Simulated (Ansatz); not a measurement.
# CuSi16: the cost of one run

Method: DFT PBE+D3(BJ), plane waves, PAW, scalar-relativistic, no spin polarisation, in Ansatz 0.2.0.

### Step 1. The starting structure

The cell holds 17 atoms (CuSi16): a = 7.679 Å, b = 7.679 Å, c = 7.679 Å, α = 60.00°, β = 60.00°, γ = 60.00°.

The coordinates stand in the first input below.

### Step 2. Relaxing end A

Input file input.yaml:

```yaml
crystal:
  lattice:
    - [0.0, 5.43, 5.43]
    - [5.43, 0.0, 5.43]
    - [5.43, 5.43, 0.0]
  atoms:
    - { symbol: Si, position: [0.0, 0.0, 0.0] }
    - { symbol: Si, position: [0.125, 0.125, 0.125] }
    - { symbol: Si, position: [0.0, 0.0, 0.5] }
    - { symbol: Si, position: [0.125, 0.125, 0.625] }
    - { symbol: Si, position: [0.0, 0.5, 0.0] }
    - { symbol: Si, position: [0.125, 0.625, 0.125] }
    - { symbol: Si, position: [0.0, 0.5, 0.5] }
    - { symbol: Si, position: [0.125, 0.625, 0.625] }
    - { symbol: Si, position: [0.5, 0.0, 0.0] }
    - { symbol: Si, position: [0.625, 0.125, 0.125] }
    - { symbol: Si, position: [0.5, 0.0, 0.5] }
    - { symbol: Si, position: [0.625, 0.125, 0.625] }
    - { symbol: Si, position: [0.5, 0.5, 0.0] }
    - { symbol: Si, position: [0.625, 0.625, 0.125] }
    - { symbol: Si, position: [0.5, 0.5, 0.5] }
    - { symbol: Si, position: [0.625, 0.625, 0.625] }
    - { symbol: Cu, position: [0.2352395, 0.2494539, 0.2569171] }
total_charge: 1
basis:
  ecutwfc: 420.0
kpoints:
  mp_grid: { grid: [2, 2, 2] }
hamiltonian:
  xc: pbe
  dispersion: d3bj
  pseudopotentials: { kind: paw, azcp: { folder: soft_1 } }
scf:
  occupations: { method: gaussian, width: 0.02 }
  lower_state_search: "off"
relax:
  f_tol: 0.03
  max_steps: 60
  adjacent_minimum: "off"
```

Launch:

```console
$ ansatz run input.yaml --threads 1 --pin off --max-ram 3072MiB --backend cpu --events-out ev --progress --plain --runs-dir out
```

**Question.** How long does this run take on 1 thread of Arm Neoverse V2, shared host, and how much memory does it need?

About 80 s, with a peak of 0.56 GiB.
